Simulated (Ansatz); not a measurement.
# ZnS (Wurtzite-4H): the cost of one run

All numbers are computed with Ansatz 0.2.0 through its Python package. Level of theory: DFT PBE, plane waves, PAW.

### 1 The system

The structure is hexagonal, space group P6_3mc (No. 186). The conventional cell has a = 3.823 Å, b = 3.823 Å, c = 12.520 Å, α = 90.00°, β = 90.00°, γ = 120.00°. Around Zn (site symmetry 3m) lie 4 S at 2.34 to 2.35 Å. Around S (site symmetry 3m) lie 4 Zn at 2.34 to 2.35 Å.

The script holds or builds the structure itself.

### 2 The code

mass_zns.py

```python
"""Effective masses of ZnS by finite differences."""

import ansatz as az
from ase import Atoms
import numpy as np


def main() -> None:
    atoms = Atoms(
        ["Zn", "Zn", "Zn", "Zn", "S", "S", "S", "S"],
        scaled_positions=[
            (0.0, 0.0, 0.0),
            (0.0, 0.0, 0.5),
            (1 / 3, 2 / 3, 0.25),
            (2 / 3, 1 / 3, 0.75),
            (0.0, 0.0, 0.1875),
            (0.0, 0.0, 0.6875),
            (1 / 3, 2 / 3, 0.4375),
            (2 / 3, 1 / 3, 0.9375),
        ],
        cell=[
            (3.8227, 0.0, 0.0),
            (-1.91135, 3.310555, 0.0),
            (0.0, 0.0, 12.52),
        ],
        pbc=True,
    )
    cell = az.Crystal.from_ase(atoms)

    job = (
        cell.calculation()
        .functional("pbe")
        .pseudopotentials("paw")
        .basis(17 * az.Ha)
        .kpoints(mesh=(6, 6, 2))
        .occupations("fixed")
    )
    # find the band extrema among the mesh points first
    out = job.band_table().run(threads=1, pin="off")
    rep = out.report
    levels = np.array(rep["eigenvalues_ev"])
    filled = round(rep["n_electrons"] / 2)
    edges = {"top filled band": (filled - 1, levels[:, filled - 1].argmax()), "lowest empty band": (filled, levels[:, filled].argmin())}
    gap = levels[:, filled].min() - levels[:, filled - 1].max()
    print(f"gap on the mesh {gap:.3f} eV")
    if gap <= 0.05:
        print("no gap: band-edge masses have no meaning here")
        edges = {}
    reciprocal = 2 * np.pi * np.linalg.inv(out.lattice.cell_ang).T
    step = 0.006  # 1/A

    # second differences give the curvature tensor; masses are hbar^2/m_e = 7.61996 eV A^2 over its eigenvalues
    pairs = [(0, 1), (0, 2), (1, 2)]
    moves = [sign * axis for axis in np.eye(3) for sign in (-1, 1)]
    moves += [s1 * np.eye(3)[i] + s2 * np.eye(3)[j] for i, j in pairs for s1 in (1, -1) for s2 in (1, -1)]
    for name, (band, index) in edges.items():
        together = int(np.sum(np.abs(levels[index] - levels[index, band]) < 2e-3))
        print(name, "at k =", np.round(rep["kpoints_frac"][index], 4), f"E = {levels[index, band]:.4f} eV, degeneracy {together}")
        centre = np.array(rep["kpoints_frac"][index]) @ reciprocal
        points = [centre] + [centre + step * move for move in moves]
        table = job.band_structure(points, intervals=1, cartesian=True).run(threads=1, pin="off").band_structure().channels[0].eigenvalues_ev
        if together > 1:
            level = np.flatnonzero(np.abs(levels[index] - levels[index, band]) < 2e-3)
            along = (table[1, level] + table[2, level] - 2 * table[0, level]) / step ** 2
            print("  degenerate level, no single mass tensor; masses of its branches along x:", np.round(7.61996 / along, 3), "m_e")
            continue
        e = table[:, band]
        hessian = np.diag((e[1:7:2] + e[2:7:2] - 2 * e[0]) / step ** 2)
        for (i, j), (pp, pm, mp, mm) in zip(pairs, e[7:].reshape(3, 4)):
            hessian[i, j] = hessian[j, i] = (pp - pm - mp + mm) / (4 * step ** 2)
        curvatures, axes = np.linalg.eigh(hessian)
        slope = (e[2:7:2] - e[1:7:2]) / (2 * step)
        print("  slope (eV A):", np.round(slope, 3) + 0.0, "" if np.abs(slope).max() < 0.05 else "- no extremum here, so these are local curvatures and no band-edge masses")
        for curvature, axis in zip(curvatures, axes.T):
            print(f"  principal mass {7.61996 / curvature:8.3f} m_e along", np.round(axis, 2) + 0.0)


if __name__ == "__main__":
    main()
```

### 3 The calls as engine input

The package turns the script's settings into the engine's input (first run):

```yaml
crystal:
  lattice:
    - [3.8227, 0.0, 0.0]
    - [-1.91135, 3.310555, 0.0]
    - [0.0, 0.0, 12.52]
  atoms:
    - { symbol: Zn, position: [0.0, 0.0, 0.0] }
    - { symbol: Zn, position: [0.0, 0.0, 0.5] }
    - { symbol: Zn, position: [0.3333333333333333, 0.6666666666666666, 0.25] }
    - { symbol: Zn, position: [0.6666666666666666, 0.3333333333333333, 0.7500000000000001] }
    - { symbol: S, position: [0.0, 0.0, 0.18750000000000003] }
    - { symbol: S, position: [0.0, 0.0, 0.6875] }
    - { symbol: S, position: [0.3333333333333333, 0.6666666666666666, 0.4375] }
    - { symbol: S, position: [0.6666666666666666, 0.3333333333333333, 0.9375] }
basis:
  ecutwfc: 462.593566181796
kpoints:
  mp_grid:
    grid: [6, 6, 2]
hamiltonian:
  xc: pbe
  pseudopotentials:
    kind: paw
scf:
  occupations:
    method: fixed
output:
  eigenvalues: true
```

### 4 Running it

Command:

```sh
python mass_zns.py
```

Q: Estimate wall time and peak memory on 1 thread of Arm Neoverse V1, shared host.

About 48 s, with a peak of 0.46 GiB.
